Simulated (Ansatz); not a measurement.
# Al12NO: the cost of one run

Method: DFT PBE, scalar-relativistic, plane waves, PAW, in Ansatz 0.2.0.

17 further runs of the same task are left out: 1 that didn't finish, 16 set aside as unsound or not needed.

### 1 The starting structure

The structure is monoclinic, space group Pm (No. 6). The conventional cell has a = 5.714 Å, b = 5.714 Å, c = 22.175 Å, α = 90.00°, β = 90.00°, γ = 90.00°. Al (site symmetry 1) is surrounded by 8 Al at 2.86 to 2.90 Å. Al (site symmetry m) has 12 Al at 2.86 to 2.91 Å as nearest neighbours. Al (site symmetry m) is surrounded by 12 Al at 2.86 to 2.91 Å and 1 N at 3.00 Å and 1 O at 3.00 Å. Al (site symmetry 1) is surrounded by 1 N at 1.76 Å. Al (site symmetry 1) has 1 O at 1.76 Å as nearest neighbours. Only part of the 10 independent sites is listed.

Coordinates:

```
Al N O
1.0
     5.71430    0.00000    0.00000
     0.00000    5.71430    0.00000
     0.00000    0.00000   22.17502
Al N O
12 1 1
Direct
  0.25000 0.25000 0.18038
  0.25000 0.75000 0.18038
  0.75000 0.25000 0.18038
  0.75000 0.75000 0.18038
  0.00000 0.00000 0.27441
  0.00000 0.50000 0.27441
  0.50000 0.00000 0.27441
  0.50000 0.50000 0.27441
  0.25000 0.25000 0.36866
  0.25000 0.75000 0.36866
  0.75000 0.25000 0.36866
  0.75000 0.75000 0.36866
  0.36079 0.50000 0.40474
  0.63921 0.50000 0.40474
```

This is the geometry of the first run shown, built on a cell relaxed beforehand with the same method.

### 2 What is varied

Atoms count from 1 in the order of the input.

NO lies flat over one site of a rigid substrate while its bond length and height are varied.

First coordinate, distance N13-O14: 8 values from 1.060 to 3.060 Å. Second coordinate, height of the NO axis above the plane of Al9: 8 values from 0.80 to 3.60 Å.

Nothing else is relaxed. Points are written as (first, second).

### 3 Grid point (1.591 Å, 0.80 Å)

A dipole layer in the vacuum cancels the field that periodic copies would set up if the slab's two faces differ.

Contents of input.yaml:

```yaml
crystal:
  lattice:
    - [5.7143028096, 0.0, 0.0]
    - [0.0, 5.7143028096, 0.0]
    - [0.0, 0.0, 22.1750227966]
  atoms:
    - { symbol: Al, position: [0.25, 0.25, 0.1803831291] }
    - { symbol: Al, position: [0.25, 0.75, 0.1803831291] }
    - { symbol: Al, position: [0.75, 0.25, 0.1803831291] }
    - { symbol: Al, position: [0.75, 0.75, 0.1803831291] }
    - { symbol: Al, position: [0.0, 0.0, 0.2744094953] }
    - { symbol: Al, position: [0.0, 0.5, 0.2744094953] }
    - { symbol: Al, position: [0.5, 0.0, 0.2744094953] }
    - { symbol: Al, position: [0.5, 0.5, 0.2744094953] }
    - { symbol: Al, position: [0.25, 0.25, 0.3686590481] }
    - { symbol: Al, position: [0.25, 0.75, 0.3686590481] }
    - { symbol: Al, position: [0.75, 0.25, 0.3686590481] }
    - { symbol: Al, position: [0.75, 0.75, 0.3686590481] }
    - { symbol: "N", position: [0.3607879165, 0.5, 0.404735674], spin: 1.0 }
    - { symbol: O, position: [0.6392120835, 0.5, 0.404735674] }
basis:
  ecutwfc: 420
kpoints:
  mp_grid: { grid: [5, 5, 1] }
hamiltonian:
  xc: pbe
scf:
  occupations: { method: gaussian, width: 0.1 }
output:
  forces: true
  eigenvalues: true
  populations: true
magnetization:
  spin_polarized: true
efield:
  axis: 3
  dipole_correction: true
  ramp_width: 0.04
```

Run with:

```sh
$ ansatz run input.yaml --threads 4 --pin off --max-ram 12288MiB --backend cpu --events-out ev --progress --plain --runs-dir out
```

What time and memory should one allow on 4 threads of Intel Xeon Platinum 8375C at 2.90GHz (Ice Lake), shared host?

About 21 s, with a peak of 1.3 GiB.
